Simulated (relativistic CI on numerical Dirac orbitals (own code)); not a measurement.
# Fe²⁺: 3d valence photoemission multiplets

Wanted: the shape of the 3d valence photoemission spectrum of Fe²⁺ in 4 surroundings, from the same atomic integrals.

Method: Dirac-Coulomb-Breit CI, KLI orbitals optimised for each configuration, model QED (radiative potential, 1s self-energy scaled to tabulated hydrogen-like ionisation energies), valence Slater integrals scaled by 0.8, multiplet model of photoemission in the sudden approximation. Code: relativistic CI on numerical Dirac orbitals (own code) version 1.

## 1. The system

```
ion            : Fe²⁺ (Fe III)
nuclear charge : 26
electrons      : 24
configurations : [Ar] 3d6 → [Ar] 3d5
temperature    : 300 K
widths         : Lorentz 0.21 eV, Gauss 0.5 eV
surrounding 1  : free ion
surrounding 2  : D4h, 10Dq = 11200, Ds = -1500, Dt = -350 cm⁻¹
surrounding 3  : D4h, 10Dq = 11200, Ds = -600, Dt = -350 cm⁻¹
surrounding 4  : D4h, 10Dq = 11200, Ds = 300, Dt = -350 cm⁻¹
```

## 2. Surrounding 1: free ion

Settings, as recorded:

```ini
atom Fe  Z=26  charge=2  electrons=24
nucleus A=56  rms_radius_fm=3.7377
hamiltonian dirac-coulomb  breit=on  qed=on  c_scale=1
orbitals kli  potential=per-configuration
slater_scale 0.8
correlation none
mixing on
configurations
  [Ar] 3d6
  [Ar] 3d5
end
photoemission 3d valence T=300 lorentz=0.21 gauss=0.5
crystal_field free
```

## 3. Surrounding 2: D4h, 10Dq = 11200, Ds = -1500, Dt = -350

Settings: those of step 2 with these lines changed.

```diff
@@ -12,2 +12,2 @@
 photoemission 3d valence T=300 lorentz=0.21 gauss=0.5
-crystal_field free
+crystal_field D4h 10Dq=11200 Ds=-1500 Dt=-350
```

## 4. Surrounding 3: D4h, 10Dq = 11200, Ds = -600, Dt = -350

Settings: those of step 3 with these lines changed.

```diff
@@ -12,2 +12,2 @@
 photoemission 3d valence T=300 lorentz=0.21 gauss=0.5
-crystal_field D4h 10Dq=11200 Ds=-1500 Dt=-350
+crystal_field D4h 10Dq=11200 Ds=-600 Dt=-350
```

## 5. Surrounding 4: D4h, 10Dq = 11200, Ds = 300, Dt = -350

Settings: those of step 4 with these lines changed.

```diff
@@ -12,2 +12,2 @@
 photoemission 3d valence T=300 lorentz=0.21 gauss=0.5
-crystal_field D4h 10Dq=11200 Ds=-600 Dt=-350
+crystal_field D4h 10Dq=11200 Ds=300 Dt=-350
```

(Steps that only read results are left out.)

Q: Predict the outcome of this session. Wanted: highest peak, first run; ground spin.

As calculated:

| surrounding | ground S | centroid (eV) | spread (eV) | up to four highest peaks (% of the highest), eV |
| --- | --- | --- | --- | --- |
| 1: free | 2.00 | 32.61 | 2.05 | 28.9 (60), 32.6 (100), 33.3 (73), 35.1 (67) |
| 2: D4h | 2.00 | 32.75 | 1.85 | 29.8 (66), 32.3 (100), 33.4 (52), 34.0 (69) |
| 3: D4h | 2.00 | 32.72 | 1.96 | 29.6 (95), 31.9 (69), 32.7 (78), 33.8 (100) |
| 4: D4h | 2.00 | 32.74 | 1.92 | 29.7 (88), 31.9 (79), 32.7 (79), 33.8 (100) |

```
                           quantity    value
            highest peak, first run  32.6 eV
ground spin (effective S from ⟨S²⟩)     2.00
```

The position of the maximum differs by up to 1.5 eV between the surroundings, by shifts of peaks or by peaks exchanging rank. Energies are those of the free ion without screening by ligands; binding energies in solids differ by tens of eV.
